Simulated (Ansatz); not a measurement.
# CH5AlBrFS: the cost of one run

Program: Ansatz 0.2.0. Level of theory: RHF/def2-SVP. These are calculated values, not measurements.

1 further run of the same task is left out (it didn't finish).

**1. Starting point**

Bond lengths: Al1–S2 2.641 Å, Al1–C3 1.969 Å, Al1–F4 1.643 Å, Al1–Br6 2.814 Å, S2–H7 1.334 Å, C3–H8 1.092 Å, C3–H9 1.092 Å, C3–H10 1.092 Å. Angles: Al1–S2–H7 94.0°, S2–Al1–C3 112.0°, S2–Al1–F4 99.4°, S2–Al1–Br6 84.7°, C3–Al1–F4 137.6°, C3–Al1–Br6 108.5°, F4–Al1–Br6 101.9°, Al1–C3–H8 109.9°, Al1–C3–H9 113.5°, Al1–C3–H10 111.4°, H8–C3–H9 107.6°, H8–C3–H10 107.0°, H9–C3–H10 107.1°.

As a file:

```xyz
10

Al   -0.3657   -0.2480    0.7375
S     0.7732    2.1344    0.7502
C    -1.0924   -0.7078   -1.0343
F    -0.8533   -0.3220    2.3043
H     1.8131    0.7136    1.0706
Br    2.2709   -1.2186    0.9017
H     1.1355    2.0718   -0.5319
H    -0.3543   -0.4842   -1.8073
H    -2.0072   -0.1659   -1.2835
H    -1.3197   -1.7734   -1.1074
```

**2. A restrained relaxation towards end A**

Springs on the bonds that form and break draw the guess towards this end; the thresholds are loose.

input.yaml reads:

```yaml
crystal:
  periodic: [false, false, false]
  atoms:
    - { symbol: Al, position_ang: [-0.3657, -0.248, 0.7375] }
    - { symbol: S, position_ang: [0.7732, 2.1344, 0.7502] }
    - { symbol: C, position_ang: [-1.0924, -0.7078, -1.0343] }
    - { symbol: F, position_ang: [-0.8533, -0.322, 2.3043] }
    - { symbol: H, position_ang: [1.8131, 0.7136, 1.0706] }
    - { symbol: Br, position_ang: [2.2709, -1.2186, 0.9017] }
    - { symbol: H, position_ang: [1.1355, 2.0718, -0.5319] }
    - { symbol: H, position_ang: [-0.3543, -0.4842, -1.8073] }
    - { symbol: H, position_ang: [-2.0072, -0.1659, -1.2835] }
    - { symbol: H, position_ang: [-1.3197, -1.7734, -1.1074] }
basis:
  gaussian: { orbitals: def2-SVP }
hamiltonian:
  xc: hf
relax:
  f_tol: 0.15
  max_steps: 25
  restrain:
    - { distance: [0, 5], at: 3.71, k: 30.0 }
    - { distance: [4, 1], at: 2.66, k: 30.0 }
    - { distance: [0, 1], at: 2.26, k: 30.0 }
    - { distance: [4, 5], at: 1.51, k: 30.0 }
```

Command:

```sh
$ ansatz run input.yaml --threads 2 --pin off --max-ram 3072MiB --backend cpu --events-out ev --progress --plain --runs-dir out
```

Q: Estimate wall time and peak memory on 2 threads of Arm Neoverse V2, shared host.

About 23 s, with a peak of 0.29 GiB.
